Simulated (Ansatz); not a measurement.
# C16N: the cost of one run

Method: DFT PBE+D3(BJ), plane waves, PAW, scalar-relativistic, no spin polarisation, in Ansatz 0.2.0.

## 1. The system as given

The cell holds 34 atoms (C32N2): a = 9.864 Å, b = 9.864 Å, c = 13.000 Å, α = 90.00°, β = 90.00°, γ = 120.00°.

Its coordinates follow in the input file.

## 2. Relaxing the start

Contents of input.yaml:

```yaml
crystal:
  lattice:
    - [9.864, 0.0, 0.0]
    - [-4.932, 8.542475, 0.0]
    - [0.0, 0.0, 13.0]
  atoms:
    - { symbol: C, position: [0.0, 0.0, 0.0769231] }
    - { symbol: C, position: [0.1666667, 0.0833333, 0.0769231] }
    - { symbol: C, position: [0.0, 0.25, 0.0769231] }
    - { symbol: C, position: [0.1666667, 0.3333333, 0.0769231] }
    - { symbol: C, position: [0.0, 0.5, 0.0769231] }
    - { symbol: C, position: [0.1666667, 0.5833333, 0.0769231] }
    - { symbol: C, position: [0.0, 0.75, 0.0769231] }
    - { symbol: C, position: [0.1666667, 0.8333333, 0.0769231] }
    - { symbol: C, position: [0.25, 0.0, 0.0769231] }
    - { symbol: C, position: [0.4166667, 0.0833333, 0.0769231] }
    - { symbol: C, position: [0.25, 0.25, 0.0769231] }
    - { symbol: C, position: [0.4166667, 0.3333333, 0.0769231] }
    - { symbol: C, position: [0.25, 0.5, 0.0769231] }
    - { symbol: C, position: [0.4166667, 0.5833333, 0.0769231] }
    - { symbol: C, position: [0.25, 0.75, 0.0769231] }
    - { symbol: C, position: [0.4166667, 0.8333333, 0.0769231] }
    - { symbol: C, position: [0.5, 0.0, 0.0769231] }
    - { symbol: C, position: [0.6666667, 0.0833333, 0.0769231] }
    - { symbol: C, position: [0.5, 0.25, 0.0769231] }
    - { symbol: C, position: [0.6666667, 0.3333333, 0.0769231] }
    - { symbol: C, position: [0.5, 0.5, 0.0769231] }
    - { symbol: C, position: [0.6666667, 0.5833333, 0.0769231] }
    - { symbol: C, position: [0.5, 0.75, 0.0769231] }
    - { symbol: C, position: [0.6666667, 0.8333333, 0.0769231] }
    - { symbol: C, position: [0.75, 0.0, 0.0769231] }
    - { symbol: C, position: [0.9166667, 0.0833333, 0.0769231] }
    - { symbol: C, position: [0.75, 0.25, 0.0769231] }
    - { symbol: C, position: [0.9166667, 0.3333333, 0.0769231] }
    - { symbol: C, position: [0.75, 0.5, 0.0769231] }
    - { symbol: C, position: [0.9166667, 0.5833333, 0.0769231] }
    - { symbol: C, position: [0.75, 0.75, 0.0769231] }
    - { symbol: C, position: [0.9166667, 0.8333333, 0.0769231] }
    - { symbol: "N", position: [0.3969869, 0.9624804, 0.2238462] }
    - { symbol: "N", position: [0.2666166, 0.8682286, 0.2315385] }
basis:
  ecutwfc: 420.0
kpoints:
  mp_grid: { grid: [1, 1, 1] }
hamiltonian:
  xc: pbe
  dispersion: d3bj
scf:
  occupations: { method: fermi_dirac, width: 0.02 }
  lower_state_search: "off"
relax:
  f_tol: 0.08
  max_steps: 25
  adjacent_minimum: "off"
```

Launch:

```bash
$ ansatz run input.yaml --threads 2 --pin off --max-ram 5120MiB --backend cpu --events-out ev --progress --plain --runs-dir out
```

What time and memory should one allow on 2 threads of Arm Neoverse V1, shared host?

About 45 s, with a peak of 0.81 GiB.
